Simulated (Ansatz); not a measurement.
**CH7ClGeSi: how energies converge with the basis set**

An exercise on one series of results from a longer session: the logs are not shown, and one member is left open.

Computed with Ansatz 0.2.0, Gaussian basis. Level: one geometry, several basis sets.

Levels to be run: PBE0-D4/def2-SVP; ωB97M-V/def2-SVP; PBE0-D4/def2-QZVPP; ωB97M-V/def2-QZVPP; the functionals' def2-TZVPP values are taken from earlier runs.

## The geometry

An earlier PBE0-D4 in a triple-zeta def2 set relaxation fixed the geometry.

SMILES `Cl[SiH2][CH2][GeH3]`, 11 atoms, charge 0, spin multiplicity 1.

Atoms are counted from 1 here; the program's logs count them from 0.

Bond lengths: Cl1–Si2 2.063 Å, Si2–C3 1.852 Å, Si2–H5 1.483 Å, Si2–H6 1.483 Å, C3–Ge4 1.965 Å, C3–H7 1.093 Å, C3–H8 1.093 Å, Ge4–H9 1.538 Å, Ge4–H10 1.538 Å, Ge4–H11 1.537 Å. Angles: Cl1–Si2–C3 110.6°, Cl1–Si2–H5 107.2°, Cl1–Si2–H6 107.2°, C3–Si2–H5 111.0°, C3–Si2–H6 111.0°, H5–Si2–H6 109.7°, Si2–C3–Ge4 113.4°, Si2–C3–H7 109.6°, Si2–C3–H8 109.6°, Ge4–C3–H7 108.2°, Ge4–C3–H8 108.2°, H7–C3–H8 107.6°, C3–Ge4–H9 109.9°, C3–Ge4–H10 109.9°, C3–Ge4–H11 109.6°, H9–Ge4–H10 109.0°, H9–Ge4–H11 109.2°, H10–Ge4–H11 109.2°.

Coordinates:

```mol
CH7ClGeSi
  3D, bonds by distance, orders not assigned

 11 10  0  0  0  0  0  0  0  0999 V2000
   -2.6159    1.9043   -0.8256 Cl  0  0
   -0.7595    1.3471   -0.1205 Si  0  0
   -0.5165   -0.4807   -0.2959 C   0  0
    1.2281   -1.1026    0.3592 Ge  0  0
    0.2514    2.0944   -0.9069 H   0  0
   -0.6892    1.7575    1.3028 H   0  0
   -0.6066   -0.7638   -1.3483 H   0  0
   -1.2970   -1.0099    0.2575 H   0  0
    2.3577   -0.4088   -0.4199 H   0  0
    1.3740   -0.7716    1.8537 H   0  0
    1.3390   -2.6231    0.1644 H   0  0
  1  2  8  0
  2  3  8  0
  3  4  8  0
  2  5  8  0
  2  6  8  0
  3  7  8  0
  3  8  8  0
  4  9  8  0
  4 10  8  0
  4 11  8  0
M  END
```

The first run:

in.yaml

```yaml
crystal:
  periodic: [false, false, false]
  atoms:
    - {symbol: Cl, position_ang: [-2.615892, 1.904335, -0.825554]}
    - {symbol: Si, position_ang: [-0.759491, 1.347057, -0.120466]}
    - {symbol: C, position_ang: [-0.516504, -0.480658, -0.295945]}
    - {symbol: Ge, position_ang: [1.228118, -1.102575, 0.359237]}
    - {symbol: H, position_ang: [0.251381, 2.094444, -0.906937]}
    - {symbol: H, position_ang: [-0.689215, 1.757478, 1.302786]}
    - {symbol: H, position_ang: [-0.606611, -0.763831, -1.348265]}
    - {symbol: H, position_ang: [-1.297039, -1.009939, 0.257525]}
    - {symbol: H, position_ang: [2.357726, -0.408778, -0.419855]}
    - {symbol: H, position_ang: [1.374048, -0.771557, 1.853662]}
    - {symbol: H, position_ang: [1.338977, -2.623076, 0.164412]}
basis:
  gaussian: {orbitals: def2-SVP}
hamiltonian: {xc: pbe0, dispersion: d4}
output: {orbitals: {seedname: orbitals}}
```

Run with:

```
> ansatz run in.yaml --threads 4 --pin off --events-out ev --progress --plain --max-ram 10444MiB
```

Among the steps run: PBE0-D4 in def2-SVP; ωB97M-V in def2-SVP; PBE0-D4 in def2-QZVPP; ωB97M-V in def2-QZVPP.

One table of the session follows, with a row left open; its other results are not shown here.

It belongs to the step «Density functionals: the series». 

```
functional       basis  HOMO (eV)  LUMO (eV)
   PBE0-D4    def2-SVP      -8.50       0.35
   PBE0-D4  def2-TZVPP          ?          ?
   PBE0-D4  def2-QZVPP      -8.60      -0.14
   ωB97M-V    def2-SVP     -10.64       2.26
   ωB97M-V  def2-TZVPP     -10.76       1.80
   ωB97M-V  def2-QZVPP     -10.78       1.41
```

Estimate the missing values for PBE0-D4, def2-TZVPP.

**Answer.** HOMO (eV): -8.59; LUMO (eV): 0.03. In the column «HOMO (eV)» it lies between PBE0-D4, def2-QZVPP (-8.60) and PBE0-D4, def2-SVP (-8.50).
